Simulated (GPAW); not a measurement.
# GaH2O2 (SMILES [OH][Ga][OH]): UPBEsol/szp(dzp) (scalar-relativistic datasets)

Wanted: a structure relaxation of GaH2O2. 

The calculation is run with GPAW 26.7.0.

## Step 1: Starting point

GaH2O2: 5 atoms, total charge 0, spin state doublet. SMILES: `[OH][Ga][OH]`. All atoms were displaced at random from a relaxed shape. The run starts from this shape.

Bond lengths: O1–Ga2 1.805 Å, Ga2–O3 1.833 Å, O1–H4 1.067 Å, O3–H5 1.078 Å. Angles: O1–Ga2–O3 118.2°, Ga2–O1–H4 110.7°, Ga2–O3–H5 102.4°.

## Step 2: A geometry optimisation at UPBEsol/szp(dzp) (scalar-relativistic datasets)

File gs.sdf:

```

     RDKit          3D

  5  4  0  0  0  0  0  0  0  0999 V2000
   -0.3691    0.0359   -1.3214 O   0  0  0  0  0  0  0  0  0  0  0  0
   -0.3903   -0.7037    0.3249 Ga  0  0  0  0  0  2  0  0  0  0  0  0
    0.5936    0.0971    1.6481 O   0  0  0  0  0  0  0  0  0  0  0  0
   -0.9123   -0.5688   -2.0129 H   0  0  0  0  0  0  0  0  0  0  0  0
    1.0057    0.9549    1.1421 H   0  0  0  0  0  0  0  0  0  0  0  0
  2  1  1  0
  3  2  1  0
  4  1  1  0
  5  3  1  0
M  RAD  1   2   2
M  END
$$$$
```

File gs.py:

```python
from ase.io import read, write
from ase.optimize import MDMin
from gpaw import GPAW, setup_paths
from gpaw.atom.configurations import parameters
from gpaw.atom.generator import Generator

system = read('gs.sdf')
system.center(vacuum=5.0)
system.set_initial_magnetic_moments([0.333333, 0.333333, 0.333333, 0.0, 0.0])

for symbol in ['Ga', 'H', 'O']:
    Generator(symbol, xcname='PBEsol', scalarrel=True, nofiles=True, txt=None).run(**parameters[symbol])
setup_paths.insert(0, '.')

calc = GPAW(mode='lcao',
            symmetry='off',
            xc='PBEsol',
            mixer={'name': 'pulay', 'beta': 0.25, 'nmaxold': 5, 'weight': 100.0},
            occupations={'name': 'fermi-dirac', 'width': 0.0, 'fixmagmom': True},
            basis='szp(dzp)',
            h=0.18,
            maxiter=100,
            poissonsolver={'name': 'MomentCorrectionPoissonSolver', 'poissonsolver': 'fast', 'moment_corrections': 9},
            txt='-')
system.calc = calc

opt = MDMin(system, trajectory='gs.traj')
converged = opt.run(fmax=0.05, steps=100)
print('Converged:', converged)
print(f'Final energy = {system.get_potential_energy():.5f} eV')
print(f'r(O2-Ga1): {system.get_distance(2, 1):.4f} Ang')
print(f'r(H4-O2): {system.get_distance(4, 2):.4f} Ang')
write('relaxed.xyz', system)
```

On the command line:

```
$ python gs.py > gs.log
```

What it wrote:

```text
[...]
Number of symmetries: 1
[...]
  Number of IBZ points: 1
[...]
basis functions: 35
Spin-components: 2 (collinear spins)
Bands:           14
[...]
  Valence electrons: 17.0
[...]
  Grid points: [68 64 76]
  Charge: 0.0  # |e|
[...]
    cutoffs:
[...]
occupation numbers:
  Fixed magnetic moment: 1.000
[...]
xc functional:
  name: PBEsol with 2 nearest neighbor stencil
[...]
|iter     |     time |      energy | eigst |  dens |  magmom |
[...]
|iter:   1| 00:00:47 |  -22.134024 |      c|       |  +0.9983|
[...]
Converged in 12 steps
[...]
dipole moment: (-0.114682, -0.062489, -0.264368)  # |e|*Ang
Total magnetic moment: (0.000000, 0.000000, 1.000000)
[...]
Converged in 9 steps
[...]
Converged in 5 steps
[...]
Converged in 5 steps
[...]
Converged in 5 steps
[...]
|iter:   4| 00:21:49 |  -19.910655c|      c| -4.04c|  +1.0000|
Converged in 4 steps
[...]
Energy contributions relative to reference atoms: (reference = -56936.858092)
Energy contributions:
  Kinetic:          42.427014
  Coulomb:         -39.966111
  Zero:              0.516142
  External:          0.000000
  Xc:              -22.887699
  Entropy:           0.000000
  Spinorbit:         0.000000
  ----------------------------
  Free energy:     -19.910655
  Extrapolated:    -19.910655
[...]
Total magnetic moment: (0.000000, 0.000000, 1.000000)
Local magnetic moments
|        x |        y |         z |
|----------|----------|-----------|
| 0.000000 | 0.000000 |  0.158542 |  # O    0
| 0.000000 | 0.000000 |  0.246535 |  # Ga   1
| 0.000000 | 0.000000 |  0.086608 |  # O    2
| 0.000000 | 0.000000 | -0.002009 |  # H    3
| 0.000000 | 0.000000 |  0.003438 |  # H    4
Fermi levels: -5.261, -4.183
Eigenvalues  # (at kpt = [0.000, 0.000, 0.000])
[...]
Gap: 1.112 eV
Transition (v -> c):
[...]
Forces  # eV/Ang
|        x |        y |        z |
|----------|----------|----------|
| -0.01848 | -0.03207 | -0.01844 |  # O    0
|  0.00754 | -0.02066 |  0.01604 |  # Ga   1
|  0.00214 | -0.00379 |  0.00660 |  # O    2
|  0.00754 |  0.02125 |  0.03432 |  # H    3
|  0.00571 | -0.00780 | -0.00314 |  # H    4
Force computation time: 0.673  # s
MDMin:   34 hh:mm:ss      -19.910655        0.041353
Converged: True
Final energy = -19.91065 eV
r(O2-Ga1): 1.8843 Ang
r(H4-O2): 1.0291 Ang
```

Wall time 22 min (1 thread of Intel Xeon at 2.50GHz (Skylake/Cascade Lake), shared host); peak memory 1.1 GiB.

The path in brief:

```tsv
step	energy from the first frame kept (eV)	largest force (eV/Å)
0	0.0000	3.0371
2	-0.1914	0.8538
4	-0.2037	0.2608
6	-0.2049	0.0935
8	-0.2051	0.0693
10	-0.2052	0.1109
12	-0.2055	0.0660
14	-0.2056	0.0831
16	-0.2057	0.0961
18	-0.2059	0.0587
20	-0.2060	0.0941
22	-0.2061	0.0737
24	-0.2062	0.0592
26	-0.2063	0.0912
28	-0.2064	0.0551
30	-0.2065	0.0640
32	-0.2065	0.0787
34	-0.2066	0.0414
```

After the run. Bond lengths: O1–Ga2 1.894 Å, Ga2–O3 1.884 Å, O1–H4 1.028 Å, O3–H5 1.029 Å. Angles: O1–Ga2–O3 114.4°, Ga2–O1–H4 108.2°, Ga2–O3–H5 104.3°.

## Step 3: Summary of results

At UPBEsol/szp(dzp) (scalar-relativistic datasets):

```
                                              quantity        value
energy as printed (from the program's reference atoms)  -19.9107 eV
                                         dipole moment       1.37 D
                    HOMO energy (highest over α and β)     -5.26 eV
                     LUMO energy (lowest over α and β)     -4.18 eV
```

What this shows: At the final geometry: Bond lengths: O1–Ga2 1.894 Å, Ga2–O3 1.884 Å, O1–H4 1.028 Å, O3–H5 1.029 Å. Angles: O1–Ga2–O3 114.4°, Ga2–O1–H4 108.2°, Ga2–O3–H5 104.3°. The optimisation took 34 steps and changed the energy by -0.207 eV.
